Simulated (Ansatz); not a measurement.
Crystal: GaB.

```
Ga B
1.0
     2.71824    0.00000    0.00000
     0.00000    2.71824    0.00000
     0.00000    0.00000    3.23621
Ga B
1 1
Cartesian
  1.3591 1.3591 1.6181
  0.0000 0.0000 0.0000
```

The cell was built by a generator and needn't be a form met in nature.

Base run:

- Program: Ansatz 0.2.0
- Functional: PBE
- Potentials or basis: Ansatz PAW
- Cutoff: 420 eV (not typed: the program's choice for these potentials)
- k mesh: 10 × 10 × 8
- Occupations: fermi-dirac, width 0.05 eV
- Spin: no spin polarisation

Its results: band gap on the k mesh none (metal or under the smearing width); pressure -0.1 GPa.

Q: After a change of settings the same cell gave: band gap on the k mesh none (metal or under the smearing width); pressure -4.2 GPa. Which change was it?
A. functional from PBE to BLYP
B. functional from PBE to r2SCAN; cutoff from 420 eV (not typed: the program's choice for these potentials) to 500 eV (not typed: the program's choice for these potentials)
C. functional from PBE to PBEsol
D. functional from PBE to r2SCAN; cutoff from 420 eV (not typed: the program's choice for these potentials) to 500 eV (not typed: the program's choice for these potentials); k mesh from 10 × 10 × 8 to 7 × 7 × 6

A: C.

PBEsol binds more tightly than PBE, so the same cell stands under less pressure.

Caveats: the PAW data sets come from PBE, with cores solved anew for the run's functional, which leaves a small shift of forces and pressure (some runs).
